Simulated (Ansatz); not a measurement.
# FGeH9Si3: small, medium and large basis sets

The task here is to estimate one member of a computed series from the others.

Method: one geometry, several basis sets; program: Ansatz 0.2.0, Gaussian basis.

Plan: PBE0-D4/def2-SVP; ωB97M-V/def2-SVP; PBE0-D4/def2-QZVPP; ωB97M-V/def2-QZVPP; the functionals' def2-TZVPP values are taken from earlier runs.

### The geometry

The geometry comes from an earlier relaxation with PBE0-D4 in a triple-zeta def2 set; it is a stationary point, not always the lowest conformer.

SMILES `[F][Ge]([SiH3])([SiH3])[SiH3]`, 14 atoms, charge 0, spin multiplicity 1.

Atoms are counted from 1 here; the program's logs count them from 0.

Bond lengths: F1–Ge2 1.768 Å, Ge2–Si3 2.391 Å, Ge2–Si4 2.391 Å, Ge2–Si5 2.391 Å, Si3–H6 1.486 Å, Si3–H7 1.488 Å, Si3–H8 1.486 Å, Si4–H9 1.486 Å, Si4–H10 1.488 Å, Si4–H11 1.486 Å, Si5–H12 1.486 Å, Si5–H13 1.488 Å, Si5–H14 1.486 Å. Angles: F1–Ge2–Si3 105.6°, F1–Ge2–Si4 105.6°, F1–Ge2–Si5 105.6°, Si3–Ge2–Si4 113.1°, Si3–Ge2–Si5 113.1°, Si4–Ge2–Si5 113.0°, Ge2–Si3–H6 110.3°, Ge2–Si3–H7 108.0°, Ge2–Si3–H8 110.3°, H6–Si3–H7 109.3°, H6–Si3–H8 109.7°, H7–Si3–H8 109.3°, Ge2–Si4–H9 110.3°, Ge2–Si4–H10 108.0°, Ge2–Si4–H11 110.3°, H9–Si4–H10 109.3°, H9–Si4–H11 109.7°, H10–Si4–H11 109.3° and more.

Set-up of the first run:

The input, in.yaml:

```yaml
crystal:
  periodic: [false, false, false]
  atoms:
    - {symbol: F, position_ang: [-2.097275, -0.884084, 0.248416]}
    - {symbol: Ge, position_ang: [-0.476950, -0.202766, 0.058289]}
    - {symbol: Si, position_ang: [0.338716, 0.141080, 2.279141]}
    - {symbol: Si, position_ang: [-0.776012, 1.835017, -1.155647]}
    - {symbol: Si, position_ang: [0.769803, -1.841559, -1.156481]}
    - {symbol: H, position_ang: [-0.542823, 1.087128, 3.010335]}
    - {symbol: H, position_ang: [1.706217, 0.719471, 2.182740]}
    - {symbol: H, position_ang: [0.403674, -1.150791, 3.009629]}
    - {symbol: H, position_ang: [-1.642898, 2.767736, -0.390583]}
    - {symbol: H, position_ang: [0.562333, 2.455874, -1.348634]}
    - {symbol: H, position_ang: [-1.384096, 1.559404, -2.482687]}
    - {symbol: H, position_ang: [0.839551, -3.110610, -0.387419]}
    - {symbol: H, position_ang: [2.146477, -1.314836, -1.359530]}
    - {symbol: H, position_ang: [0.140383, -2.090262, -2.478870]}
basis:
  gaussian: {orbitals: def2-SVP}
hamiltonian: {xc: pbe0, dispersion: d4}
output: {orbitals: {seedname: orbitals}}
```

Command:

```console
ansatz run in.yaml --threads 4 --pin off --events-out ev --progress --plain --max-ram 11315MiB
```

Among the steps run: PBE0-D4 in def2-SVP; ωB97M-V in def2-SVP; PBE0-D4 in def2-QZVPP; ωB97M-V in def2-QZVPP.

One table of the session follows, with a row left open; its other results are not shown here.

It belongs to the step «Functionals by basis». 

| functional | basis | HOMO (eV) |
| --- | --- | --- |
| PBE0-D4 | def2-SVP | -7.87 |
| PBE0-D4 | def2-TZVPP | -7.87 |
| PBE0-D4 | def2-QZVPP | -7.88 |
| ωB97M-V | def2-SVP | -9.79 |
| ωB97M-V | def2-TZVPP | ? |
| ωB97M-V | def2-QZVPP | -9.83 |

**Question.** Estimate the row for ωB97M-V, def2-TZVPP.

The run gave: HOMO (eV): -9.82. In the column «HOMO (eV)» it lies between ωB97M-V, def2-QZVPP (-9.83) and ωB97M-V, def2-SVP (-9.79).
